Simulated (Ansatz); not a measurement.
# Relaxation of Nb2Br

Wanted: the geometry at rest of Nb2Br (a borrowed structure type, volume estimated), relaxing cell and atoms at 20 GPa, and its electronic structure there.

Method: DFT, r2SCAN, no spin polarisation, plane waves, PAW, in Ansatz 0.2.0.

### 1 Geometry

Symmetry: P6_422, No. 181, hexagonal system. The conventional cell has a = 5.363 Å, b = 5.363 Å, c = 7.470 Å, α = 90.00°, β = 90.00°, γ = 120.00°. Around Br (site symmetry 222) lie 10 Nb at 2.94 to 3.14 Å. Around Nb (site symmetry 2) lie 5 Nb at 2.91 to 3.14 Å and 5 Br at 2.94 to 3.14 Å.

Symmetry-reduced, conventional setting; the input below types the cell that was run:

```cif
data_structure
_symmetry_space_group_name_H-M 'P6_422'
_symmetry_Int_Tables_number 181
_cell_length_a 5.3630
_cell_length_b 5.3630
_cell_length_c 7.4705
_cell_angle_alpha 90.000
_cell_angle_beta 90.000
_cell_angle_gamma 120.000
_cell_volume 186.08
loop_
_atom_site_label
_atom_site_type_symbol
_atom_site_symmetry_multiplicity
_atom_site_Wyckoff_symbol
_atom_site_fract_x
_atom_site_fract_y
_atom_site_fract_z
_atom_site_occupancy
Br1 Br 3 d 0.50000 0.50000 0.16667 1
Nb1 Nb 6 j 0.83820 0.16180 0.16667 1
```

It starts from an earlier solution of the starting cell (checkpoint.read).

### 2 The relaxation

Contents of input.yaml:

```yaml
crystal:
  lattice:
    - [5.363032, 0.0, 0.0]
    - [-2.681516, 4.644527, 0.0]
    - [0.0, 0.0, 7.470495]
  atoms:
    - { symbol: Br, position: [0.5, 0.5, 0.1667] }
    - { symbol: Br, position: [0.0, 0.5, 0.83337] }
    - { symbol: Br, position: [0.5, 0.0, 0.50003] }
    - { symbol: Nb, position: [0.8382, 0.1618, 0.1667] }
    - { symbol: Nb, position: [0.6764, 0.8382, 0.83337] }
    - { symbol: Nb, position: [0.8382, 0.6764, 0.50003] }
    - { symbol: Nb, position: [0.1618, 0.8382, 0.1667] }
    - { symbol: Nb, position: [0.3236, 0.1618, 0.83337] }
    - { symbol: Nb, position: [0.1618, 0.3236, 0.50003] }
  symmetry: { tolerance: 0.0003 }
kpoints:
  mp_grid: { grid: [7, 7, 5], shift: [0, 0, 0] }
magnetization:
  spin_polarized: false
scf:
  occupations: { method: fermi_dirac, width: 0.0996 }
  lower_state_search: "off"
hamiltonian:
  pseudopotentials: { kind: paw }
  xc: r2scan
basis:
  ecutwfc: 500
  fft_grid_basis: typed
relax:
  max_steps: 60
  cell: { p_target: 20.0 }
output:
  forces: true
  stress: true
  eigenvalues: true
  bader: true
  populations: true
  elf: true
  write_potential: true
  volumetric_format: npy
  dos:
    e_range: [-12, 8]
    de: 0.05
    projected: { site_lists: { Br: [Br], Nb: [Nb] } }
  write_density: true
checkpoint:
  read: saved_state
```

Launch:

```console
$ ansatz run input.yaml --threads 2 --pin off --max-ram 3584MiB --backend cpu --events-out ev --progress --plain --runs-dir out
```

What does the calculation give? Wanted: moves; largest move; cell; volume; pressure at the end; character; Bader charges.

The runs gave:

| quantity | value |
| --- | --- |
| moves | 4 |
| largest move | 0.04 Å (Nb) |
| space group (0.01 Å), before / after | P6_422 / P6_422 |
| cell | a = 4.987 Å, b = 4.987 Å, c = 6.791 Å, α = 90.00°, β = 90.00°, γ = 120.00° |
| volume | 16.25 Å³/atom (-21.4 %) |
| pressure at the end | 19.97 GPa |
| character | metal |
| density of states, mean within 0.25 eV of the Fermi level | 5.7 per eV per cell |
| Bader charges | Br -0.90, Nb +0.45 e |

What this shows: The volume shrank by 21.4 %, and the largest move of an atom is 0.04 Å apart from the change of the cell. With 12 symmetry operations imposed, the end may be a saddle point towards distortions that break them. Bands cross the Fermi level: a metal; within 0.25 eV of the Fermi level the density of states averages 5.7 per eV per cell, mostly Nb d (81 %). Nb loses most charge (+0.45 e on average) and Br gains most (-0.90 e).

Caveats: an odd count of electrons without spin polarisation forces a partly filled band.
